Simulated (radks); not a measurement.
# Ionisation energy and size from Sc²⁺ to Zn²⁺

One table from this session's results is given with a row withheld; the runs are named, their logs left out.

Program: radks (a radial shooting solver on a logarithmic mesh, Libxc functionals) version 1. Level of theory: Dirac Kohn-Sham, PBE, spin-unpolarised, spherical densities, finite nucleus; open shells are shared between the two j in proportion to 2j + 1. These are calculated values, not measurements, unless marked.

## The atom as given

```
species : Sc²⁺, Ti²⁺, V²⁺, Cr²⁺, Mn²⁺, Fe²⁺, Co²⁺, Ni²⁺, Cu²⁺, Zn²⁺
runs    : 20, each species and its next ion
```

Set-up of the first run:

Settings of this run:

```text
Z 21
configuration [Ar] 3d1
relativity Dirac
functional pbe,pbe
spin unpolarised
j_filling average
nucleus finite rms 3.5459 fm
c 137.035999084
```

Among the steps run: Sc²⁺, [Ar] 3d1; Sc³⁺, [Ar]; Ti²⁺, [Ar] 3d2; Ti³⁺, [Ar] 3d1; V²⁺, [Ar] 3d3; V³⁺, [Ar] 3d2; Cr²⁺, [Ar] 3d4; Cr³⁺, [Ar] 3d3; Mn²⁺, [Ar] 3d5; Mn³⁺, [Ar] 3d4; Fe²⁺, [Ar] 3d6; Fe³⁺, [Ar] 3d5; Co²⁺, [Ar] 3d7; Co³⁺, [Ar] 3d6; Ni²⁺, [Ar] 3d8; Ni³⁺, [Ar] 3d7; Cu²⁺, [Ar] 3d9; Cu³⁺, [Ar] 3d8; Zn²⁺, [Ar] 3d10; Zn³⁺, [Ar] 3d9.

One table of the session follows, with a row left open; its other results are not shown here.

```
species  Δ-SCF (eV)  −ε(HOMO) (eV)  its <r> (bohr)
   Sc²⁺      24.869         17.898            1.57
   Ti²⁺           ?              ?               ?
    V²⁺      28.897         21.289            1.32
   Cr²⁺      30.748         22.818            1.23
   Mn²⁺      32.519         24.268            1.15
   Fe²⁺      34.222         25.653            1.08
   Co²⁺      35.869         26.984            1.02
   Ni²⁺      37.466         28.266           0.971
   Cu²⁺      39.019         29.506           0.925
   Zn²⁺      40.534         30.709           0.883
```

Estimate the missing values for Ti²⁺.

As computed: Δ-SCF (eV): 26.947; −ε(HOMO) (eV): 19.660; its <r> (bohr): 1.43. In the column «Δ-SCF (eV)» it lies between Sc²⁺ (24.869) and V²⁺ (28.897).

Spin polarisation and multiplet splitting are left out, so open shells lie too high by an amount that depends on their filling.
